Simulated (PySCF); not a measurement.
# WCl3: structure of the quartet

Aim: relax WCl3 as a quartet from a hand-made trigonal pyramidal geometry, check by its vibrations whether the end is a minimum, and collect its spectrum and constants.

The runs use PySCF 2.14.0; PBE0, basis W def2-SVP with ECP60, Cl def2-SVP, scalar-relativistic core potentials, no spin–orbit coupling, density fitting.

**1. Where the work starts**

4 atoms, charge 0, spin multiplicity 4.

Bond lengths: W1–Cl2 2.360 Å, W1–Cl3 2.360 Å, W1–Cl4 2.360 Å. Angles: Cl2–W1–Cl3 99.8°, Cl2–W1–Cl4 99.8°, Cl3–W1–Cl4 99.8°.

```xyz
4
charge 0 multiplicity 4
W     0.0000    0.0000   -0.4024
Cl    2.0838    0.0000    0.7056
Cl   -1.0419    1.8046    0.7056
Cl   -1.0419   -1.8046    0.7056
```

**2. Relaxation: trigonal pyramidal start, quartet**

The steps below are one call of a driver around PySCF. For each, scf.py gives the equivalent set-up of the SCF; relaxations use the driver's own optimiser. Before each start the driver seeks the lowest SCF state from one or more starting densities and follows internal instabilities, so scf.py alone need not reach the same state.

The program finds C3v symmetry in the start, which this walk keeps. Threshold on the gradient: 0.0003 Eh/bohr, with a further test on the energy change.

Contents of scf.py:

```python
from pyscf import gto, scf, dft
mol = gto.M(atom='''
W      0.000000    -0.000000    -0.402401
Cl     2.083786     0.000012     0.705599
Cl    -1.041903     1.804606     0.705599
Cl    -1.041883    -1.804618     0.705599''',
    basis={'W': 'def2-SVP', 'Cl': 'def2-SVP'},
    ecp={'W': 'def2-SVP'},
    charge=0, spin=3)
mf = dft.UKS(mol, xc='PBE0')
mf.grids.atom_grid = (50, 194)
aux = {'W': 'def2-universal-JKFIT', 'Cl': 'def2-universal-JKFIT'}
mf = mf.density_fit(auxbasis=aux)
mf.kernel()
```

Further steps of the session: Hessian and properties.

What does the calculation give? Wanted: minimum; geometry; wavenumbers; dipole moment; highest occupied, lowest empty level; polar-tensor charge of W1; zero-point energy; atomisation energy; ⟨S²⟩.

As calculated:

```
                                          quantity                                    value
                                           minimum                             quartet, D3h
                                          geometry   W–Cl 2.269 Å (×3); Cl–W–Cl 120.0° (×3)
                                wavenumbers (cm⁻¹)  81 (a2''), 96 (e'), 395 (a1'), 417 (e')
                                     dipole moment                                   0.00 D
highest occupied, lowest empty level (either spin)                          -6.78, -2.94 eV
                         polar-tensor charge of W1                                  +1.40 e
                                 zero-point energy                               9.0 kJ/mol
                               entropy at 298.15 K                          354.8 J/(mol K)
         atomisation energy (no zero-point energy)                              1290 kJ/mol
                                              ⟨S²⟩                                    3.765
```

The trigonal pyramidal start (C3v) ends in a minimum of D3h symmetry. In the infrared the band at 417 cm⁻¹ (e', stretch) leads. W1 has a polar-tensor charge of +1.4 e (a dipole derivative, not a static charge), yet symmetry cancels the bond dipoles. Most of the spin sits on W1 (Mulliken spin 2.97, against 3 for the whole molecule). Other starts or spin states, not run here, may lie lower. Take wavenumbers under 90 cm⁻¹ as rough. Open d and f shells are described by one determinant, and the ground state may have another occupation or spin. A two-component treatment could change these values noticeably.
